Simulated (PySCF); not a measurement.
# CH3BClNO (SMILES [H]/N=C\B(O)Cl) at 6 levels

Aim: a comparison of 6 runs (HF/3-21G, HF/6-31G**, HF/def2-SVP, HF/def2-TZVP, B3LYP/6-31G*, B3LYP/def2-SVPD) of CH3BClNO. Input form: a Python script.

The results are computed with PySCF 2.14.0.

## 1. The molecule

CH3BClNO: 8 atoms, total charge 0, spin state singlet. As SMILES, `[H]/N=C\B(O)Cl`. The shape is that of a PBE0-D4/def2-TZVP optimisation. This is one conformer, not always the lowest.

Bond lengths: N1–C2 1.270 Å, C2–B3 1.571 Å, B3–O4 1.342 Å, B3–Cl5 1.771 Å, N1–H6 1.025 Å, C2–H7 1.096 Å, O4–H8 0.962 Å. Angles: N1–C2–B3 126.2°, C2–B3–O4 119.1°, C2–B3–Cl5 119.9°, O4–B3–Cl5 121.0°, N1–C2–H7 116.5°, B3–C2–H7 117.2°, C2–N1–H6 110.1°, B3–O4–H8 114.5°.

## 2. Energy and gradient at HF/3-21G (run 1)

Contents of input.py:

```python
# N=CB(O)Cl
from pyscf import gto, scf

mol = gto.Mole()
mol.atom = '''
N       -0.428500       1.745600       0.743700
C       -0.322700       0.482100       0.812400
B        0.172300      -0.471900      -0.334000
O        0.230100      -1.793200      -0.105500
Cl       0.644400       0.203500      -1.901500
H       -0.141000       2.072800      -0.183700
H       -0.604600       0.018200       1.764400
H        0.542100      -2.314100      -0.851700
'''
mol.max_memory = 1860
mol.basis = '3-21g'
mol.verbose = 3
mol.build()

calc0 = scf.RHF(mol)
calc0.conv_tol = 1e-10
calc0.kernel()
if not calc0.converged:
    calc0 = calc0.newton().run(calc0.mo_coeff, calc0.mo_occ)

energy = calc0.e_tot
print('E(%s) = %.9f' % ('HF', energy))
grad = calc0.nuc_grad_method().kernel()
dip = calc0.dip_moment()
pop, q = calc0.mulliken_pop()
```

Command:

```
OMP_NUM_THREADS=1 python input.py
```

Standard output:

```text
converged SCF energy = -649.90133948186
[... 9 lines left out ...]
Dipole moment(X, Y, Z, Debye):  0.70655, -2.56303, -1.27747
[... 64 lines left out ...]
charge of    7H =      0.43171
```

Run time: 1.9 s. Hardware: 1 thread of Intel Xeon at 2.70GHz, shared host; peak memory 0.13 GiB.

## 3. Energy and forces at HF/6-31G(d,p) (spherical functions) (run 2)

Contents of input.xyz:

```xyz
8

N     -0.428500     1.745600     0.743700
C     -0.322700     0.482100     0.812400
B      0.172300    -0.471900    -0.334000
O      0.230100    -1.793200    -0.105500
Cl     0.644400     0.203500    -1.901500
H     -0.141000     2.072800    -0.183700
H     -0.604600     0.018200     1.764400
H      0.542100    -2.314100    -0.851700
```

Contents of job.py:

```python
from pyscf import gto

mol = gto.Mole()
mol.atom = 'input.xyz'
mol.max_memory = 1860
mol.basis = '6-31g**'
mol.verbose = 4
mol.charge = 0
mol.spin = 0
mol.build()

calc0 = mol.RHF()
calc0.conv_tol = 1e-10
calc0.kernel()
if not calc0.converged:
    calc0 = calc0.newton().run(calc0.mo_coeff, calc0.mo_occ)

e_final = calc0.e_tot
print(f'total energy: {e_final:.8f} hartree')
grad = calc0.nuc_grad_method().kernel()
calc0.analyze()
```

Command:

```
OMP_NUM_THREADS=1 python job.py
```

Standard output:

```text
PySCF version 2.14.0

[... 91 lines left out ...]
MO #4   energy= -11.2674964909678  occ= 2
[... 16 lines left out ...]
MO #21  energy= -0.478979560526007 occ= 2
[... 16 lines left out ...]
MO #38  energy= 0.692965166264849  occ= 0
[... 16 lines left out ...]
MO #55  energy= 1.30817041387689   occ= 0
[... 16 lines left out ...]
MO #72  energy= 2.41259286683082   occ= 0
[... 16 lines left out ...]
MO #89  energy= 3.8759172541939    occ= 0
[... 100 lines left out ...]
Dipole moment(X, Y, Z, Debye):  0.74096, -2.42729, -1.41835
```

Run time: 20 s. Hardware: 1 thread of Intel Xeon at 2.70GHz, shared host; peak memory 0.18 GiB.

Run 3 isn't shown in full; the table further down has it.

## 4. Energy and forces at HF/def2-TZVP (run 4)

Contents of geometry.xyz:

```xyz
8

N     -0.428500     1.745600     0.743700
C     -0.322700     0.482100     0.812400
B      0.172300    -0.471900    -0.334000
O      0.230100    -1.793200    -0.105500
Cl     0.644400     0.203500    -1.901500
H     -0.141000     2.072800    -0.183700
H     -0.604600     0.018200     1.764400
H      0.542100    -2.314100    -0.851700
```

Contents of calc.py:

```python
import pyscf.grad
from pyscf import gto

mol = gto.Mole()
mol.atom = 'geometry.xyz'
mol.verbose = 4
mol.charge = 0
mol.basis = 'def2-tzvp'
mol.spin = 0
mol.max_memory = 1860
mol.build()

mf = mol.RHF()
mf.conv_tol = 1e-10
mf.kernel()
if not mf.converged:
    mf = mf.newton().run(mf.mo_coeff, mf.mo_occ)

e_final = mf.e_tot
print('E = %.10f Eh' % e_final)
grad = mf.Gradients().kernel()
dip = mf.dip_moment()
pop, q = mf.mulliken_pop()
```

Command:

```
OMP_NUM_THREADS=1 python calc.py
```

Standard output:

```text
PySCF version 2.14.0

[... 66 lines left out ...]
converged SCF energy = -653.284986216901
[... 12 lines left out ...]
Dipole moment(X, Y, Z, Debye):  0.76963, -2.30399, -1.53851
[... 188 lines left out ...]
charge of    7H =      0.36610
```

Run time: 79 s. Hardware: 1 thread of Intel Xeon at 2.70GHz, shared host; peak memory 1.1 GiB.

Run 5 isn't shown in full; the table further down has it.

## 5. Energy and gradient at B3LYP/def2-SVPD (run 6)

Contents of calc.py:

```python
# N=CB(O)Cl
import pyscf.grad
from pyscf import gto, dft

mol = gto.Mole()
mol.atom = '''
N   -0.428500   1.745600   0.743700
C   -0.322700   0.482100   0.812400
B    0.172300  -0.471900  -0.334000
O    0.230100  -1.793200  -0.105500
Cl   0.644400   0.203500  -1.901500
H   -0.141000   2.072800  -0.183700
H   -0.604600   0.018200   1.764400
H    0.542100  -2.314100  -0.851700
'''
mol.max_memory = 1860
mol.verbose = 3
mol.basis = 'def2-svpd'
mol.spin = 0
mol.charge = 0
mol.build()

myscf = dft.RKS(mol)
myscf.xc = 'b3lyp'
myscf.grids.level = 5
myscf.conv_tol = 1e-10
myscf.kernel()
if not myscf.converged:
    myscf = myscf.newton().run(myscf.mo_coeff, myscf.mo_occ)

energy = myscf.e_tot
print('Final energy', energy)
grad = myscf.Gradients().kernel()
myscf.analyze()
```

Command:

```
OMP_NUM_THREADS=1 python calc.py
```

Standard output:

```text
converged SCF energy = -654.767051593957
[... 28 lines left out ...]
MO #19  energy= -0.395323597054762 occ= 2
[... 22 lines left out ...]
MO #42  energy= 0.204754604521208  occ= 0
[... 22 lines left out ...]
MO #65  energy= 0.471084420186376  occ= 0
[... 22 lines left out ...]
MO #88  energy= 0.98683920483951   occ= 0
[... 22 lines left out ...]
MO #111 energy= 1.80002624615506   occ= 0
[... 22 lines left out ...]
MO #134 energy= 3.85466837026281   occ= 0
[... 9 lines left out ...]
Dipole moment(X, Y, Z, Debye):  0.73891, -2.31265, -1.44692
```

Run time: 78 s. Hardware: 1 thread of Intel Xeon at 2.70GHz, shared host; peak memory 1.5 GiB.

## 6. All runs side by side

```csv
run,level,integration grid,energy (Eh),dipole moment (D),HOMO energy (eV),LUMO energy (eV),wall time
1,HF/3-21G,–,-649.901339,2.95,-11.26,2.21,1.9 s
2,HF/6-31G** (spherical functions),–,-653.179093,2.91,-11.40,2.29,20 s
3,HF/def2-SVP,–,-652.902794,2.98,-11.42,2.26,11 s
4,HF/def2-TZVP,–,-653.284986,2.88,-11.54,1.99,79 s
5,B3LYP/6-31G* (spherical functions),5,-654.998344,2.89,-7.11,-1.79,34 s
6,B3LYP/def2-SVPD,5,-654.767052,2.83,-7.46,-2.24,78 s
```

## 7. Results

```
                       quantity          value
            run 6: total energy  -654.76705 Eh
           run 6: dipole moment         2.83 D
             run 6: HOMO energy       -7.46 eV
             run 6: LUMO energy       -2.24 eV
           run 6: HOMO–LUMO gap        5.22 eV
run 6: largest force on an atom     0.500 eV/Å
```

The dipole moment (its size) runs from 2.83 D (B3LYP/def2-SVPD) to 2.98 D (HF/def2-SVP). The two ends differ in method and basis. The HOMO–LUMO gap runs from 5.22 eV (B3LYP/def2-SVPD) to 13.69 eV (HF/6-31G**). All runs together took 3.7 min, the longest 79 s.
